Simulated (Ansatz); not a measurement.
**doublet [CH3AlF2]+ at 6 levels**

We compute a comparison of 6 runs (UB3LYP/6-31G*, U-revPBE/def2-SVPD, U-wB97M-V/def2-SVPD, UCAM-B3LYP/def2-SVPD, USVWN5/def2-SVPD, UCCSD(T)/def2-SVPD) of doublet [CH3AlF2]+. 

The calculation is run with Ansatz 0.2.0.

46 further runs of the same task are left out: 46 set aside as unsound or not needed.

**1. The molecule**

[CH3AlF2]+: 7 atoms, total charge +1, spin state doublet. As SMILES of the parent species, `[CH3][Al]([F])[F]`. The coordinates come from a PBE0-D4/def2-TZVP relaxation. That shape belongs to the parent species and isn't relaxed for this state.

Bond lengths: C1–Al2 1.926 Å, Al2–F3 1.644 Å, Al2–F4 1.644 Å, C1–H5 1.091 Å, C1–H6 1.093 Å, C1–H7 1.093 Å. Angles: C1–Al2–F3 121.5°, C1–Al2–F4 122.4°, F3–Al2–F4 116.1°, Al2–C1–H5 111.8°, Al2–C1–H6 110.6°, Al2–C1–H7 110.6°, H5–C1–H6 108.4°, H5–C1–H7 108.4°, H6–C1–H7 106.8°.

**2. The energy at UB3LYP/6-31G(d) (Cartesian functions) (run 1)**

The input, job.yaml:

```yaml
crystal:
  periodic: [false, false, false]
  atoms:
    - {symbol: C, position_ang: [-0.253600, 0.825900, -0.238700]}
    - {symbol: Al, position_ang: [0.293100, -0.956200, 0.245500]}
    - {symbol: F, position_ang: [1.513200, -1.219500, 1.315500]}
    - {symbol: F, position_ang: [-0.423400, -2.297600, -0.378600]}
    - {symbol: H, position_ang: [-1.075800, 0.816000, -0.956100]}
    - {symbol: H, position_ang: [-0.573400, 1.384500, 0.645100]}
    - {symbol: H, position_ang: [0.581100, 1.378900, -0.678200]}
basis:
  gaussian:
    orbitals: "6-31G*"
total_charge: 1
magnetization:
  spin_polarized: true
  initial_magnetization: 1
hamiltonian:
  xc: {name: B3LYP}
accuracy: high
output: {orbitals: {seedname: orbitals}}
```

Command:

```bash
$ ansatz run job.yaml --threads 1 --pin off --max-ram 3480MiB --events-out events.jsonl --progress --plain --runs-dir runs
```

Log:

```text
Warning: RAYON_NUM_THREADS=1 ignored (pool sized by the plan → 1); use --threads N
Functional definition: B3LYP
  name "B3LYP"
  parameter a0 = 0.2
  parameter ax = 0.72
  parameter ac = 0.81
  exchange = (1 - a0 - ax)*slater_x + ax*b88_x + a0*exact_x
  correlation = (1 - ac)*vwn_rpa_c + ac*lyp_c
1458 factors; integrals over basis functions are off by at most 3.5e-9 eV
mean field evaluation 1: about -13095.1140 eV, gradient 6.6e1 eV
mean field evaluation 2: about -13033.8612 eV, gradient 1.4e2 eV
mean field evaluation 4: about -13108.9936 eV, gradient 8.0e0 eV
mean field evaluation 8: about -13109.3536 eV, gradient 4.8e-1 eV
mean field evaluation 16: about -13109.3548 eV, gradient 3.0e-4 eV
mean field evaluation 32: about -13109.3227 eV, gradient 1.8e0 eV
mean field -13109.35479197 eV, -481.7599027651 hartree, gradient 2.5e-8 eV, S^2 0.754626; 2 other end points of the search recorded, 0 dependent functions left out
reference -13109.35483176 eV, -481.7599042275 hartree; 20, 19 occupied and 50, 51 virtual orbitals, 1458 factors
Total energy: -13109.35483176 eV, -481.7599042275 hartree
```

It took 11 s on 1 thread of Arm Neoverse V1, shared host; peak memory 0.29 GiB.

**3. A single-point energy at U-revPBE/def2-SVPD (run 2)**

The input, input.yaml:

```yaml
crystal:
  periodic: [false, false, false]
  atoms:
    - {symbol: C, position_ang: [-0.253600, 0.825900, -0.238700]}
    - {symbol: Al, position_ang: [0.293100, -0.956200, 0.245500]}
    - {symbol: F, position_ang: [1.513200, -1.219500, 1.315500]}
    - {symbol: F, position_ang: [-0.423400, -2.297600, -0.378600]}
    - {symbol: H, position_ang: [-1.075800, 0.816000, -0.956100]}
    - {symbol: H, position_ang: [-0.573400, 1.384500, 0.645100]}
    - {symbol: H, position_ang: [0.581100, 1.378900, -0.678200]}
basis:
  gaussian:
    orbitals: def2-SVPD
magnetization:
  spin_polarized: true
  initial_magnetization: 1
output:
  orbitals: {seedname: orbitals}
accuracy: high
total_charge: 1
hamiltonian:
  xc: {name: revPBE}
```

Command:

```bash
$ ansatz run input.yaml --threads 1 --pin off --max-ram 3480MiB --events-out events.jsonl --progress --plain --runs-dir runs
```

Log:

```text
Warning: RAYON_NUM_THREADS=1 ignored (pool sized by the plan → 1); use --threads N
Functional definition: revPBE
  name "revPBE"
  parameter kappa = 1.245
  parameter beta = 0.06672455060314922
  exchange = pbe_x(kappa = kappa, mu = beta*pi^2/3)
  correlation = pbe_c(beta = beta)
2238 factors; integrals over basis functions are off by at most 3.2e-9 eV
mean field evaluation 1: about -13079.9057 eV, gradient 7.4e1 eV
mean field evaluation 2: about -12925.1105 eV, gradient 2.1e2 eV
mean field evaluation 4: about -13089.7106 eV, gradient 4.1e1 eV
mean field evaluation 8: about -13099.1140 eV, gradient 1.1e0 eV
mean field evaluation 16: about -13099.1163 eV, gradient 2.8e-4 eV
mean field evaluation 32: about -13098.9274 eV, gradient 1.5e0 eV
mean field -13099.11625294 eV, -481.3836433957 hartree, gradient 7.4e-8 eV, S^2 0.752898; 6 other end points of the search recorded, 0 dependent functions left out
reference -13099.11625993 eV, -481.3836436526 hartree; 20, 19 occupied and 94, 95 virtual orbitals, 2238 factors
Total energy: -13099.11625993 eV, -481.3836436526 hartree
```

Wall time 19 s (1 thread of Arm Neoverse V1, shared host); peak memory 0.42 GiB.

Run 3 isn't shown in full; the table further down has it.

**4. A single-point energy at UCAM-B3LYP/def2-SVPD (run 4)**

The input, run.yaml:

```yaml
crystal:
  periodic: [false, false, false]
  atoms:
    - symbol: C
      position_ang: [-0.253600, 0.825900, -0.238700]
    - symbol: Al
      position_ang: [0.293100, -0.956200, 0.245500]
    - symbol: F
      position_ang: [1.513200, -1.219500, 1.315500]
    - symbol: F
      position_ang: [-0.423400, -2.297600, -0.378600]
    - symbol: H
      position_ang: [-1.075800, 0.816000, -0.956100]
    - symbol: H
      position_ang: [-0.573400, 1.384500, 0.645100]
    - symbol: H
      position_ang: [0.581100, 1.378900, -0.678200]
basis:
  gaussian:
    orbitals: def2-SVPD
total_charge: 1
magnetization:
  spin_polarized: true
  initial_magnetization: 1
hamiltonian:
  xc: {name: CAM-B3LYP}
accuracy: high
output: {orbitals: {seedname: orbitals}}
```

Command:

```bash
$ ansatz run run.yaml --threads 1 --pin off --max-ram 3480MiB --events-out events.jsonl --progress --plain --runs-dir runs
```

Log, cut to the lines that bear on the results:

```text
Warning: RAYON_NUM_THREADS=1 ignored (pool sized by the plan → 1); use --threads N
Functional definition: CAM-B3LYP
  name "CAM-B3LYP"
[...]
2238 factors; integrals over basis functions are off by at most 3.2e-9 eV
546 factors; integrals over basis functions are off by at most 1.7e-9 eV
[...]
mean field -13100.66345023 eV, -481.4405018473 hartree, gradient 9.0e-8 eV, S^2 0.754222; 0 other end points of the search recorded, 0 dependent functions left out
reference -13100.66347155 eV, -481.4405026308 hartree; 20, 19 occupied and 94, 95 virtual orbitals, 2238 factors
Total energy: -13100.66347155 eV, -481.4405026308 hartree
```

Wall time 22 s (1 thread of Arm Neoverse V1, shared host); peak memory 0.61 GiB.

Run 5 isn't shown in full; the table further down has it.

**5. The energy at UCCSD(T)/def2-SVPD (run 6)**

Changes to job.yaml since step 2:

```diff
@@ -1 +1,3 @@
+basis:
+  gaussian: {orbitals: def2-SVPD}
 crystal:
@@ -10,12 +12,6 @@
     - {symbol: H, position_ang: [0.581100, 1.378900, -0.678200]}
-basis:
-  gaussian:
-    orbitals: "6-31G*"
 total_charge: 1
-magnetization:
-  spin_polarized: true
-  initial_magnetization: 1
-hamiltonian:
-  xc: {name: B3LYP}
+magnetization: {spin_polarized: true, initial_magnetization: 1}
+correlation: {method: ccsd_t, frozen_orbitals: {Al: 5, C: 1, F: 1, H: 0}}
 accuracy: high
-output: {orbitals: {seedname: orbitals}}
+scf: {omitted_lower_state_checks: [cluster_reference, increment]}
```

Command:

```bash
$ ansatz run job.yaml --threads 1 --pin off --max-ram 3480MiB --events-out events.jsonl --progress --plain --runs-dir runs
```

Log, cut to the lines that bear on the results:

```text
Warning: RAYON_NUM_THREADS=1 ignored (pool sized by the plan → 1); use --threads N
Functional definition: HF
  name "HF"
[...]
2238 factors; integrals over basis functions are off by at most 3.2e-9 eV
[...]
mean field -13059.27168473 eV, -479.9193825216 hartree, gradient 1.8e-8 eV, S^2 0.756077; 0 other end points of the search recorded, 0 dependent functions left out
8 core orbitals not correlated: weight in the atoms' cores, before any rotation towards them, 1.000 or more for the frozen orbitals, at most 0.000 for the correlated occupied ones
reference -13059.27168473 eV, -479.9193825216 hartree; 12, 11 occupied and 94, 95 virtual orbitals, 2238 factors
second order -15.72131546 eV of doubles, -0.00000000 eV of singles
cycle   1  -15.82989759 eV  change   -1.1e-1 eV  update   1.2e-1
[...]
cycle  29  -16.35790620 eV  change  -3.4e-10 eV  update   1.9e-9
perturbative correction -0.37652321 eV, -0.0138369726 hartree
Total energy: -13076.00611414 eV, -480.5343614594 hartree
Checks for a lower state left out: cluster_reference, increment
```

It took 3.2 min on 1 thread of Arm Neoverse V1, shared host; peak memory 2.2 GiB.

**6. The series**

```
run                                level  Cartesian functions  frozen core orbitals  energy (Eh)  HOMO energy (eV)  LUMO energy (eV)   ⟨S²⟩  wall time
  1  UB3LYP/6-31G* (Cartesian functions)                  yes                     –  -481.759904            -16.59            -14.39  0.755       11 s
  2                   U-revPBE/def2-SVPD                   no                     –  -481.383644            -15.50            -14.99  0.753       19 s
  3                  U-wB97M-V/def2-SVPD                   no                     –  -481.412741            -19.69            -12.46  0.754    2.6 min
  4                 UCAM-B3LYP/def2-SVPD                   no                     –  -481.440503            -18.72            -13.32  0.754       22 s
  5                     USVWN5/def2-SVPD                   no                     –  -478.813094            -15.85            -15.46  0.752       11 s
  6                   UCCSD(T)/def2-SVPD                   no                     8  -480.534361                 –                 –  0.756    3.2 min
```

**7. What came out**

| quantity | value |
| --- | --- |
| run 6: total energy | -480.53436 Eh |
| run 6: correlation energy (8 core orbitals frozen) | -615.0 mEh |
| run 6: (T) correction | -13.84 mEh |
| run 6: ⟨S²⟩ of the reference determinant | 0.756 |
| run 6: T1 diagnostic | 0.021 |

In words: Totals of different functionals can't be ranked against each other. All runs together took 6.9 min, the longest 3.2 min.
